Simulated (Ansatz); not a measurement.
What does this script print? It uses Ansatz's Python interface.

The script reads `mg2zno3.xyz`:
```text
6
Lattice="3.03299859 0.0 0.0 -1.5164993 2.62665383 0.0 0.0 0.0 7.403316" Properties=species:S:1:pos:R:3 pbc="T T T"
Mg   -0.00000002    1.75110256    4.92912779
Mg    1.51649931    0.87555127    2.47418821
Zn    0.00000000    0.00000000    0.00000000
O    -0.00000002    1.75110256    1.27795300
O     1.51649931    0.87555127    6.12536300
O     0.00000000    0.00000000    3.70165800
```

`mg2zno3_scf.py`:
```python
"""Single point of Mg2ZnO3."""

import json
import warnings

import ansatz as az
import numpy as np

warnings.simplefilter("ignore", az.DeckWarning)

crystal = az.Crystal.from_extxyz("mg2zno3.xyz")

# settings of the run
setup = (
    crystal.calculation()
    .functional("LDA")
    .accuracy("medium")
    .kpoints(8, 8, 3, center="gamma")
    .occupations("Fixed")
    .hubbard("Zn", "d", u_eff=3.0)
    .mixing("anderson")
    .scf(tolerance=1e-05, max_iterations=60)
    .forces()
    .potential()
)
session = setup.session()
planned = session.plan(threads=1)
out = planned.execute()
rep = out.report

energy = rep["free_energy_ev"]
print("Mg2ZnO3: {:.6f} eV = {:.6f} Ry = {:.6f} Ha".format(energy, energy / 13.605693, energy / 27.211386))
print("Fermi level {:.4f} eV, {} k-points, {} symmetry operations".format(rep["fermi_energy_ev"], rep["n_kpoints"], rep["n_symmetry_ops"]))

# forces, one row an atom
forces = np.array(rep["forces_ev_ang"])
norms = np.linalg.norm(forces, axis=1)
print("largest force {:.4f} eV/A on atom {}".format(norms.max(), norms.argmax()))
print(np.array2string(forces, precision=4, suppress_small=True))

used = rep["setup"]
print("cutoffs (eV):", used["ecut_ev"], used["ecutrho_ev"], " FFT grid:", used["fft_dense"])
print("cell volume {:.3f} A^3, {} symmetry operations".format(used["cell_volume_ang3"], used["n_sym_ops"]))

print(setup.to_yaml())

v = out.potential()
line = v.v_es_ev.mean(axis=(0, 1))
print("planar mean of the electrostatic potential along the third grid axis (eV):")
print(np.round(line[:: max(len(line) // 12, 1)], 3))

keep = ["free_energy_ev", "energy_sigma0_ev", "fermi_energy_ev", "n_iterations", "converged", "magnetization_mub", "n_kpoints"]
with open("mg2zno3.json", "w") as handle:
    json.dump({key: rep[key] for key in keep}, handle, indent=1)
```

`python mg2zno3_scf.py` gives:
```text
Mg2ZnO3: -8721.705800 eV = -641.033559 Ry = -320.516779 Ha
Fermi level 7.8217 eV, 25 k-points, 12 symmetry operations
largest force 0.2003 eV/A on atom 4
[[ 0.     -0.      0.0164]
 [ 0.      0.     -0.0164]
 [-0.      0.      0.    ]
 [ 0.     -0.     -0.2003]
 [-0.      0.      0.2003]
 [-0.      0.      0.    ]]
cutoffs (eV): 420.0 1680.0  FFT grid: [24, 24, 50]
cell volume 58.980 A^3, 12 symmetry operations
crystal:
  lattice:
    - [3.03299859, 0.0, 0.0]
    - [-1.5164993, 2.62665383, 0.0]
    - [0.0, 0.0, 7.403316]
  atoms:
    - { symbol: Mg, position: [0.33333332910726315, 0.6666666692047502, 0.665799999621791] }
    - { symbol: Mg, position: [0.6666666708927368, 0.33333333079524985, 0.33420000037820885] }
    - { symbol: Zn, position: [0.0, 0.0, 0.0] }
    - { symbol: O, position: [0.33333332910726315, 0.6666666692047502, 0.17261899937811648] }
    - { symbol: O, position: [0.6666666708927368, 0.33333333079524985, 0.8273810006218835] }
    - { symbol: O, position: [0.0, 0.0, 0.5] }
accuracy: medium
kpoints:
  mp_grid:
    grid: [8, 8, 3]
    shift: [0.0, 0.0, 0.0]
hamiltonian:
  xc: lda
  hubbard:
    - { species: Zn, l: d, u_eff: 3.0 }
scf:
  max_iter: 60
  convergence:
    dr2_threshold: 1.0e-05
  mixing:
    algorithm: anderson
  occupations:
    method: fixed
output:
  write_potential: true
  forces: true

planar mean of the electrostatic potential along the third grid axis (eV):
[-0.076  5.157  4.102  5.469 -1.85   4.556  4.103  5.711 -0.862  2.853
  4.268  5.744  1.575]
```

`mg2zno3.json`, as written:
```json
{
 "free_energy_ev": -8721.705800010213,
 "energy_sigma0_ev": -8721.705800010213,
 "fermi_energy_ev": 7.821708719383623,
 "n_iterations": 9,
 "converged": true,
 "magnetization_mub": 0.0,
 "n_kpoints": 25
}
```

Caveats:
- These settings explore the input space; cutoff and mesh may be short of convergence.
- U, its shell and the double counting are chosen to explore, and aren't derived for this compound.
- The Fermi level of a run with fixed occupations marks the highest occupied state on its mesh, not mid-gap.
- An absolute Fermi energy rests on an arbitrary zero of the periodic potential and has no direct meaning.
- This cell is a computed structure, which may not be the phase found in nature.
- The script silences the warnings on its input, which a real study should read.

(Lines on the test bed's own set-up are left out of the output.)
